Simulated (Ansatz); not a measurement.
Hf2Pd2Se2Br2O3:

```
CELL_PARAMETERS angstrom
7.67722 -1.70971 0.00000
7.67722 1.70971 0.00000
-3.99941 0.00000 12.58754
ATOMIC_POSITIONS crystal
Hf 0.05486 0.05486 0.93856
Hf 0.39372 0.39372 0.71691
Pd 0.82080 0.82080 0.49036
Pd 0.67714 0.67714 0.25693
Se 0.07768 0.07768 0.15435
Se 0.21009 0.21009 0.41200
Br 0.41355 0.41355 0.95480
Br 0.75396 0.75396 0.71349
O 0.40299 0.40299 0.57873
O 0.61446 0.61446 0.92698
O 0.96906 0.96906 0.77831
```

The cell was built by a generator and needn't be a form met in nature.

Base run:

| Quantity | Value |
| --- | --- |
| Program | Ansatz 0.2.0 |
| Functional | BLYP |
| Potentials or basis | Ansatz PAW |
| Cutoff | 420 eV (not typed: the program's choice for these potentials) |
| k mesh | 8 × 8 × 2 |
| Occupations | fermi-dirac, width 0.05 eV |
| Spin | no spin polarisation |

Its results: band gap on the k mesh 0.85 eV, indirect (least direct gap 0.89 eV); pressure 2.6 GPa; largest force 0.328 eV/Å.

Question: After a change of settings the same cell gave: band gap on the k mesh 0.99 eV, indirect (least direct gap 1.01 eV); pressure -1.5 GPa; largest force 0.521 eV/Å. Which change was it?
A. functional from BLYP to PBEsol
B. functional from BLYP to PBE; potentials or basis from Ansatz PAW to SPMS NC; cutoff from 420 eV (not typed: the program's choice for these potentials) to 1034 eV (not typed: the program's choice for these potentials); valence electrons from 152 to 124
C. functional from BLYP to r2SCAN; cutoff from 420 eV (not typed: the program's choice for these potentials) to 500 eV (not typed: the program's choice for these potentials)
D. functional from BLYP to PBE; hubbard terms from none to Hf d U = 6 eV, Pd d U = 6 eV; hubbard projectors from none to ortho-atomic (the default)

Answer: C.

r2SCAN gives the wider gap, since meta-GGAs in the generalised Kohn-Sham scheme recover part of the derivative discontinuity.

Caveats: the k mesh misses the band edges, so the gap on the mesh is wider than the one along the path; spin-orbit coupling is left out, which moves the levels of the heavy elements; the PAW data sets come from PBE, with cores solved anew for the run's functional, which leaves a small shift of forces and pressure.
